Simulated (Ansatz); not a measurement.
# WF (doublet): wave-function methods side by side, def2-QZVPP

An exercise on one series of results from a longer session: the logs are not shown, and one member is left open.

Computed with Ansatz 0.2.0, Gaussian basis. Level: def2-QZVPP, core rule «outside noble gas», up to 5 orbitals frozen.

To be run: UHF; ROHF; CCSD(T) on UHF.

2 further runs of the same task are left out: 2 set aside as unsound or not needed.

### What is computed

The geometry is a PBE0/def2-TZVP stationary point (not a proven minimum). No spin-orbit coupling is included. Elements past krypton take def2 core potentials.

2 atoms, charge 0, spin multiplicity 2.

Atoms are counted from 1 here; the program's logs count them from 0.

Bond lengths: W1–F2 1.828 Å.

As a file:

| atom | x (Å) | y (Å) | z (Å) |
| --- | --- | --- | --- |
| W1 | 0.0000 | 0.0000 | 0.0000 |
| F2 | 0.0000 | 0.0000 | 1.8279 |

The first run:

Input file in.yaml:

```yaml
crystal:
  periodic: [false, false, false]
  atoms:
    - {symbol: W, position_ang: [0.000000, 0.000000, 0.000000]}
    - {symbol: F, position_ang: [0.000000, 0.000000, 1.827922]}
basis:
  gaussian: {orbitals: "def2-QZVPP.json"}
magnetization: {spin_polarized: true, initial_magnetization: 1}
hamiltonian: {xc: hf}
output: {orbitals: {seedname: orbitals}}
```

Started as:

```console
ansatz run in.yaml --threads 1 --pin off --events-out ev --progress --plain --max-ram 4096MiB --backend cpu
```

Among the steps run: UHF; ROHF; CCSD(T) on UHF.

One table of the session follows, with a row left open; its other results are not shown here.

```
  method  from UCCSD(T) (kJ/mol)
    ROHF                       ?
     UHF                 +1150.2
    UMP2                  +107.2
   UCCSD                   +65.0
UCCSD(T)                       0
```

Estimate the missing values for ROHF.

**Answer.** from UCCSD(T) (kJ/mol): +1275.9. In the column «from UCCSD(T) (kJ/mol)» it is the highest.

The program flags UCCSD(T) as in doubt (see the logs), so the zero of the table is itself unsure.

To keep in mind: The determinant is far from a pure spin state, so its energy mixes those of several spin states (harmless only where they are near-degenerate, as at dissociation). The program flags UCCSD(T) as in doubt, so the zero of the table is itself unsure.
